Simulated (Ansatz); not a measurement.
GaGe under changes of volume

One of the cells (24.335 Å³/atom); the others are scaled copies at fixed shape and fractional positions:

```xyz
2
Lattice="0.0000 2.8978 2.8978 2.8978 0.0000 2.8978 2.8978 2.8978 0.0000" Properties=species:S:1:pos:R:3 pbc="T T T"
Ge    0.0000    0.0000    0.0000
Ga    1.4489    1.4489    1.4489
```

The cell comes from a database or a generator and needn't be the stable form of this composition.

- Program: Ansatz 0.2.0
- Functional: PBE
- Potentials or basis: Ansatz PAW
- Cutoff: 420 eV (not typed: the program's choice for these potentials)
- k mesh: 8 × 8 × 8
- Occupations: fermi-dirac, width 0.05 eV
- Spin: no spin polarisation

```tsv
volume (Å³/atom)	energy over the lowest point (meV/atom)	pressure (GPa)
22.875	?	?
23.361	7.87	2.5
23.848	2.24	1.3
24.335	0.00	0.2
24.821	0.78	-0.7
25.308	4.24	-1.5
25.795	10.12	-2.3
```

Question: What does the run at 22.875 Å³/atom give?

Answer: Energy over the lowest point 17.32 meV/atom; pressure 3.8 GPa.

Worked out: A Birch-Murnaghan fit of order 3 (a polynomial in V^(-2/3)) to the other rows has its minimum at 24.45 Å³/atom with B0 = V·E''(V) = 49 GPa and B' = 4.7. It gives 17.27 meV/atom at 22.875 Å³/atom, against the run's 17.32, and -dE/dV = 3.8 GPa, against 3.8.

Energies are extrapolated to zero smearing.
